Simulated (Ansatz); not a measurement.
# ScF3: a tetragonal deformation path

One table from this session's results is given with a row withheld; the runs are named, their logs left out.

Method: DFT r2SCAN, scalar-relativistic, plane waves, PAW, in Ansatz 0.2.0.

### Starting point

It takes space group Pm-3m (No. 221, cubic). Conventional cell: a = 4.012 Å, b = 4.012 Å, c = 4.012 Å, α = 90.00°, β = 90.00°, γ = 90.00°. Around Sc (site symmetry m-3m) lie 6 F at 2.01 Å. Around F (site symmetry 4/mmm) lie 2 Sc at 2.01 Å.

As a file:

```xyz
4
Lattice="4.0125 0.0000 0.0000 0.0000 4.0125 0.0000 0.0000 0.0000 4.0125" Properties=species:S:1:pos:R:3 pbc="T T T"
Sc    0.0000    0.0000    0.0000
F     2.0062    0.0000    0.0000
F     0.0000    2.0062    0.0000
F     0.0000    0.0000    2.0062
```

The cell is taken as given, not relaxed at this level.

The first run:

input.yaml reads:

```yaml
crystal:
  lattice:
    - [4.01245, 0.0, 0.0]
    - [0.0, 4.01245, 0.0]
    - [0.0, 0.0, 4.01245]
  atoms:
    - { symbol: Sc, position: [0.0, 0.0, 0.0] }
    - { symbol: F, position: [0.5, 0.0, 0.0] }
    - { symbol: F, position: [0.0, 0.5, 0.0] }
    - { symbol: F, position: [0.0, 0.0, 0.5] }
basis:
  ecutwfc: 500
kpoints:
  mp_grid: { grid: [6, 6, 6] }
hamiltonian:
  xc: r2scan
scf:
  occupations: { method: gaussian, width: 0.05 }
output:
  forces: true
  stress: true
  eigenvalues: true
  write_density: true
  write_potential: true
  elf: true
  volumetric_format: npy
```

The run is started by

```console
$ ansatz run input.yaml --threads 1 --pin off --max-ram 2560MiB --backend cpu --events-out ev --progress --plain --runs-dir out
```

Steps of the session up to this table: The reference: the undisturbed cell on the scan's mesh; ρ = 0.707; ρ = 1.414; Point ρ = 0.850; At ρ = 1.200; ρ = 0.780; Point ρ = 1.300; Point ρ = 0.920; ρ = 1.100; Point ρ = 0.650; ρ = 1.500; ρ = 0.960; At ρ = 1.050.

One of the session's tables, all rows but one given; the rest of the session is left out.

| ρ | ΔE (meV/atom) | pressure (GPa) | gap on the mesh (eV) |
| --- | --- | --- | --- |
| 0.650 | 2565.7 | 54.6 | 5.22 |
| 0.707 | 1488.4 | 34.0 | 5.74 |
| 0.780 | 674.4 | 17.0 | 6.15 |
| 0.850 | 260.6 | 7.7 | 6.47 |
| 0.920 | 63.1 | 2.9 | 6.76 |
| 0.960 | 14.5 | 1.7 | 6.91 |
| 1.000 | 0.0 | 1.4 | 7.06 |
| 1.050 | 19.3 | 1.9 | 6.92 |
| 1.100 | 71.5 | 3.2 | 6.70 |
| 1.200 | 250.4 | 8.0 | 6.06 |
| 1.300 | ? | ? | ? |
| 1.414 | 871.2 | 24.2 | 4.48 |
| 1.500 | 1193.1 | 32.3 | 3.87 |

**Question.** Estimate the row for ρ = 1.300.

Worked estimate for «ΔE (meV/atom)». A straight line through the neighbours (1.200, 250.4) and (1.414, 871.2) gives 250.4 + (871.2 − 250.4) × (1.300 − 1.200) / (1.414 − 1.200) = 540.5; a parabola fitted to 4 rows on both sides gives 503.9.

**Answer.** ΔE (meV/atom): 505.7; pressure (GPa): 14.7; gap on the mesh (eV): 5.31. In «ΔE (meV/atom)» the line misses by +34.8 and the parabola by -1.8.
